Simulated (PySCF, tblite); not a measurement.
# C₆H₁₆AlP: geometry, infrared bands and NMR shifts

Wanted: the infrared bands and NMR shifts of C₆H₁₆AlP (`C=C[P@@+](C)([AlH3-])CCC`), by calculation.

The runs use tblite 0.8.0 and PySCF 2.14.0, with density-fitted response routines of our own; the level of theory stands in each step. All values are computed, except where a source is named. Atoms count from 0, in the outputs and in this text.

## 1. The molecule as given

24 atoms, charge 0, multiplicity 1; geometry from: force field or distance geometry start.

Bonds of the start (Å): C0–C1 1.35, C1–P2 1.78, P2–C3 1.80, P2–Al4 2.30, P2–C5 1.78, C5–C6 1.51, C6–C7 1.52, C0–H8 1.08, C0–H9 1.08, C1–H10 1.10, C3–H11 1.10, C3–H12 1.12, C3–H13 1.12, Al4–H14 1.60, Al4–H15 1.58, Al4–H16 1.61, C5–H17 1.13, C5–H18 1.12, C6–H19 1.09, C6–H20 1.11, C7–H21 1.13, C7–H22 1.11, C7–H23 1.12.

## 2. Relaxing the molecule with GFN2-xTB

What the job is given:

```
{"job": {"kind": "relax", "xc": "GFN2-xTB", "basis": "xTB"}, "charge": 0, "multiplicity": 1}
C      2.174900    -1.764700    -1.232400
C      1.100900    -0.944000    -1.258300
P      0.742500     0.089700     0.142400
C      1.713900    -0.503700     1.533900
Al     1.430700     2.262900    -0.183100
C     -0.965700     0.121400     0.647000
C     -1.972500    -0.178200    -0.432500
C     -3.315600    -0.086300     0.272400
H      2.788900    -1.760400    -0.339000
H      2.360100    -2.387200    -2.094600
H      0.477100    -0.959000    -2.160600
H      1.359500    -0.001100     2.444000
H      2.780400    -0.217000     1.356300
H      1.631000    -1.617300     1.565600
H      2.940600     2.413200     0.309000
H      1.235200     2.738400    -1.677800
H      0.527200     3.144200     0.824000
H     -1.104900    -0.678300     1.438800
H     -1.221900     1.127300     1.055000
H     -1.963900     0.551400    -1.239000
H     -1.834900    -1.221700    -0.775100
H     -3.397600     0.948200     0.711500
H     -3.366400    -0.847400     1.083900
H     -4.131100    -0.210500    -0.483500
```

The run is started by

```
OMP_NUM_THREADS=1 python probes_run.py task.json out
```

The driver reads the jobs from task.json and runs them one after another.

**Question.** This job is followed by: GFN2-xTB harmonic vibrations, gas phase; GIAO PBE0/pcSseg-1 NMR shielding, non-relativistic, gas phase. What will the session give for the following? strongest single infrared mode (GFN2-xTB); zero-point energy (GFN2-xTB); 13C shifts against TMS (PBE0/pcSseg-1); 1H shifts against TMS (PBE0/pcSseg-1, means over atoms taken as alike); 31P shifts against H3PO4 (PBE0/pcSseg-1); 27Al shifts against AlH4- (PBE0/pcSseg-1); surface potential, 1st and 99th percentile.

The runs gave:

```
                                                              quantity                                                           value
                             strongest single infrared mode (GFN2-xTB)                                            732 cm⁻¹, 781 km/mol
                                          zero-point energy (GFN2-xTB)                                                  119.7 kcal/mol
                                13C shifts against TMS (PBE0/pcSseg-1)                        140.4, 134.5, 37.1, 24.8, 18.6, 11.2 ppm
1H shifts against TMS (PBE0/pcSseg-1, means over atoms taken as alike)  6.64, 6.36, 5.95, 3.90, 2.41, 1.50, 1.50, 1.45, 1.45, 1.15 ppm
                              31P shifts against H3PO4 (PBE0/pcSseg-1)                                                       -46.6 ppm
                             27Al shifts against AlH4- (PBE0/pcSseg-1)                                                        51.2 ppm
                                 surface potential, 1st and 99th percentile                                              -1.22 V and 1.26 V
```

The optimisation took 187 steps and gained 1.090 eV; among the close pairs (by a distance rule), P2–Al4 changed most, from 2.303 to 2.481 Å. No mode is imaginary among the 66: a minimum at this level. The strongest single mode, at 732 cm⁻¹, is spread over several atoms, H16, H15, H14 among them. GFN2-xTB is a fitted tight-binding method: band positions and strengths are rough. Its intensities can rank the bands wrongly. The most deshielded carbon is C1 (alkene CH), at 140.4 ppm: as expected for a trigonal carbon in a double bond. The most deshielded hydrogen is H10 (hydrogen on an alkene CH), at 6.64 ppm: attached to an sp2 carbon and in the plane of the double bond. By nearest atom (PBE0/pcSseg-1), the HOMO sits on H14 59 %; Al4 10 % and the LUMO on C0, C1 about 27 % each; P2 9 %.
